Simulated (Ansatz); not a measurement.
# HF: the cost of one run

Program: Ansatz 0.2.0. Level of theory: DFT PBEsol, scalar-relativistic, plane waves, PAW. These are calculated values, not measurements.

2 further runs of the same task are left out: 1 that didn't finish, 1 set aside as unsound or not needed.

**1. Starting point**

Symmetry: Fmmm, No. 69, orthorhombic system. Conventional cell: a = 5.030 Å, b = 5.350 Å, c = 5.710 Å, α = 90.00°, β = 90.00°, γ = 90.00°. H (site symmetry mmm) is surrounded by 6 Cl at 2.51 to 2.85 Å. Cl (site symmetry mmm) is surrounded by 6 H at 2.51 to 2.85 Å.

Structure file:

```cif
data_structure
_symmetry_space_group_name_H-M 'Fmmm'
_symmetry_Int_Tables_number 69
_cell_length_a 5.0300
_cell_length_b 5.3500
_cell_length_c 5.7100
_cell_angle_alpha 90.000
_cell_angle_beta 90.000
_cell_angle_gamma 90.000
_cell_volume 153.66
loop_
_atom_site_label
_atom_site_type_symbol
_atom_site_symmetry_multiplicity
_atom_site_Wyckoff_symbol
_atom_site_fract_x
_atom_site_fract_y
_atom_site_fract_z
_atom_site_occupancy
H1 H 4 a 0.00000 0.00000 0.00000 1
Cl1 Cl 4 b 0.50000 0.00000 0.00000 1
```

The structure comes from the Crystallography Open Database.

**2. One element swapped, cell strained: Cl → F, first probe**

Against the listed cell: F takes all sites of Cl, and lengths are scaled by 0.797 as a first guess of the size; strain xx, yy, zz, yz, xz, xy = +1.6, +1.2, +4.4, +0.0, +0.0, +0.0 %.

input.yaml reads:

```yaml
crystal:
  lattice:
    - [0.0, 2.1583911278, 2.3762598617]
    - [2.0370081767, 0.0, 2.3762598617]
    - [2.0370081767, 2.1583911278, 0.0]
  atoms:
    - { symbol: H, position: [0.0, 0.0, 0.0] }
    - { symbol: F, position: [0.5, 0.5, 0.5] }
basis:
  ecutwfc: 420
kpoints:
  mp_grid: { grid: [8, 8, 8] }
hamiltonian:
  xc: pbesol
scf:
  occupations: { method: gaussian, width: 0.1 }
output:
  forces: true
  stress: true
  eigenvalues: true
```

On the command line:

```console
$ ansatz run input.yaml --threads 1 --pin off --max-ram 1331MiB --backend cpu --events-out ev --progress --plain --runs-dir out
```

What time and memory should one allow on 1 thread of an x86-64 CPU, shared host?

About 2.3 s, with a peak of 0.29 GiB.
